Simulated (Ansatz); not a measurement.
# Ta3H8: the cost of one run

Method: DFT PBE, scalar-relativistic, plane waves, PAW, in Ansatz 0.2.0.

### Step 1. The starting structure

It takes space group Pm-3m (No. 221, cubic). Conventional cell: a = 3.997 Å, b = 3.997 Å, c = 3.997 Å, α = 90.00°, β = 90.00°, γ = 90.00°. Ta (site symmetry 4/mmm) has 8 H at 1.99 Å as nearest neighbours. H (site symmetry 3m) is surrounded by 3 H at 1.35 Å.

Coordinates:

```
CELL_PARAMETERS angstrom
3.99711 0.00000 0.00000
0.00000 3.99711 0.00000
0.00000 0.00000 3.99711
ATOMIC_POSITIONS crystal
Ta 0.50000 0.00000 0.00000
Ta 0.00000 0.50000 0.00000
Ta 0.00000 0.00000 0.50000
H 0.66835 0.66835 0.66835
H 0.33165 0.33165 0.66835
H 0.33165 0.66835 0.33165
H 0.66835 0.33165 0.33165
H 0.66835 0.66835 0.33165
H 0.33165 0.33165 0.33165
H 0.66835 0.33165 0.66835
H 0.33165 0.66835 0.66835
```

The cell is invented: random cell by space group and Wyckoff sites (Pm-3m, No. 221). Lengths come from tabulated atomic sizes and are only a guess.

### Step 2. Probe: one point on a coarse mesh

input.yaml reads:

```yaml
crystal:
  lattice:
    - [3.99710505, 0.0, 0.0]
    - [0.0, 3.99710505, 0.0]
    - [0.0, 0.0, 3.99710505]
  atoms:
    - { symbol: Ta, position: [0.5, 0.0, 0.0] }
    - { symbol: Ta, position: [0.0, 0.5, 0.0] }
    - { symbol: Ta, position: [0.0, 0.0, 0.5] }
    - { symbol: H, position: [0.66834616, 0.66834616, 0.66834616] }
    - { symbol: H, position: [0.33165384, 0.33165384, 0.66834616] }
    - { symbol: H, position: [0.33165384, 0.66834616, 0.33165384] }
    - { symbol: H, position: [0.66834616, 0.33165384, 0.33165384] }
    - { symbol: H, position: [0.66834616, 0.66834616, 0.33165384] }
    - { symbol: H, position: [0.33165384, 0.33165384, 0.33165384] }
    - { symbol: H, position: [0.66834616, 0.33165384, 0.66834616] }
    - { symbol: H, position: [0.33165384, 0.66834616, 0.66834616] }
basis:
  ecutwfc: 420
kpoints:
  mp_grid: { grid: [4, 4, 4] }
hamiltonian:
  xc: pbe
scf:
  occupations: { method: gaussian, width: 0.1 }
  lower_state_search: "off"
output:
  forces: true
  stress: true
  eigenvalues: true
```

Launch:

```bash
> ansatz run input.yaml --threads 1 --pin off --max-ram 2048MiB --backend cpu --events-out ev --progress --plain --runs-dir out
```

What time and memory should one allow on 1 thread of Arm Neoverse V1, shared host?

About 1.4 s, with a peak of 0.29 GiB.
